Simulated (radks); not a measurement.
# Ionisation of Nb²⁺: one atom, several choices of functional

An exercise on one series of results from a longer session: the logs are not shown, and one member is left open.

Method: Dirac Kohn-Sham, spin-unpolarised, spherical densities, point nucleus; open shells fill j = l - 1/2 first. Code: radks (a radial shooting solver on a logarithmic mesh, Libxc functionals) version 1.

**Starting point**

| Item | Value |
| --- | --- |
| element | niobium (Z = 41) |
| charge | +2 |
| electrons | 39 |
| configuration | [Kr] 4d3 |
| ion | Nb³⁺, [Kr] 4d2 |
| choices | SOGGA; PBE; LDA (Slater exchange, Perdew-Wang correlation); exchange-only B88; exchange-only PBE; OLYP; Wu-Cohen GGA |

Set-up of the first run:

The run's settings:

```text
Z 41
configuration [Kr] 4d3
relativity Dirac
functional sogga,pbe
spin unpolarised
j_filling energy
nucleus point
c 137.035999084
```

Among the steps run: SOGGA: Nb²⁺; SOGGA: Nb³⁺; PBE: Nb²⁺; PBE: Nb³⁺; LDA (Slater exchange, Perdew-Wang correlation): Nb²⁺; LDA (Slater exchange, Perdew-Wang correlation): Nb³⁺; exchange-only B88: Nb²⁺; exchange-only B88: Nb³⁺; exchange-only PBE: Nb²⁺; exchange-only PBE: Nb³⁺; OLYP: Nb²⁺; OLYP: Nb³⁺; Wu-Cohen GGA: Nb²⁺; Wu-Cohen GGA: Nb³⁺.

One of the session's tables, all rows but one given; the rest of the session is left out.

```
                                    functional  Δ-SCF (eV)  −ε(HOMO) (eV)  <r> HOMO (bohr)
                                         SOGGA      24.673         19.033            1.843
                                           PBE      24.800         19.157            1.847
LDA (Slater exchange, Perdew-Wang correlation)      25.010         19.380            1.849
                             exchange-only B88      23.754         18.174            1.872
                             exchange-only PBE           ?              ?                ?
                                          OLYP      24.789         19.089            1.838
                                  Wu-Cohen GGA      24.771         19.129            1.841
```

**Question.** Estimate the row for exchange-only PBE.

The run gave: Δ-SCF (eV): 23.800; −ε(HOMO) (eV): 18.220; <r> HOMO (bohr): 1.882. In the column «Δ-SCF (eV)» it lies between exchange-only B88 (23.754) and SOGGA (24.673).

Spin polarisation and multiplet splitting are left out, so open shells lie too high by an amount that depends on their filling.
